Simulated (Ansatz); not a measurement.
# CH5O2Sb: the cost of one run

Program: Ansatz 0.2.0. Level of theory: RKS revPBE/def2-SVP. These are calculated values, not measurements.

### Step 1. The starting structure

Bond lengths: C1–Sb2 2.109 Å, Sb2–O3 2.030 Å, Sb2–O4 1.970 Å, C1–H5 1.115 Å, C1–H6 1.177 Å, C1–H7 1.103 Å, O3–H8 1.017 Å, O4–H9 1.023 Å. Angles: C1–Sb2–O3 90.2°, C1–Sb2–O4 94.2°, O3–Sb2–O4 92.7°, Sb2–C1–H5 113.7°, Sb2–C1–H6 110.4°, Sb2–C1–H7 111.7°, H5–C1–H6 106.6°, H5–C1–H7 108.6°, H6–C1–H7 105.3°, Sb2–O3–H8 101.7°, Sb2–O4–H9 108.1°.

As a file:

```xyz
9

C    -0.2047    0.8540   -0.9966
Sb    1.1132    0.1960    0.5132
O     0.7390   -1.7336    0.0076
O    -0.2678    0.1920    1.9179
H     0.2252    0.7939   -2.0231
H    -0.5009    1.9796   -0.8215
H    -1.1559    0.2959   -0.9795
H     1.1876   -2.2372    0.7689
H    -1.0472   -0.3869    1.5961
```

### Step 2. Relaxing end A

Contents of input.yaml:

```yaml
crystal:
  periodic: [false, false, false]
  atoms:
    - { symbol: C, position_ang: [-0.2047, 0.854, -0.9966] }
    - { symbol: Sb, position_ang: [1.1132, 0.196, 0.5132] }
    - { symbol: O, position_ang: [0.739, -1.7336, 0.0076] }
    - { symbol: O, position_ang: [-0.2678, 0.192, 1.9179] }
    - { symbol: H, position_ang: [0.2252, 0.7939, -2.0231] }
    - { symbol: H, position_ang: [-0.5009, 1.9796, -0.8215] }
    - { symbol: H, position_ang: [-1.1559, 0.2959, -0.9795] }
    - { symbol: H, position_ang: [1.1876, -2.2372, 0.7689] }
    - { symbol: H, position_ang: [-1.0472, -0.3869, 1.5961] }
basis:
  gaussian: { orbitals: def2-SVP }
hamiltonian:
  xc: revpbe
relax:
  f_tol: 0.015
  max_steps: 40
```

Run with:

```bash
$ ansatz run input.yaml --threads 2 --pin off --max-ram 3072MiB --backend cpu --events-out ev --progress --plain --runs-dir out
```

What time and memory should one allow on 2 threads of Arm Neoverse V1, shared host?

About 25 s, with a peak of 0.13 GiB.
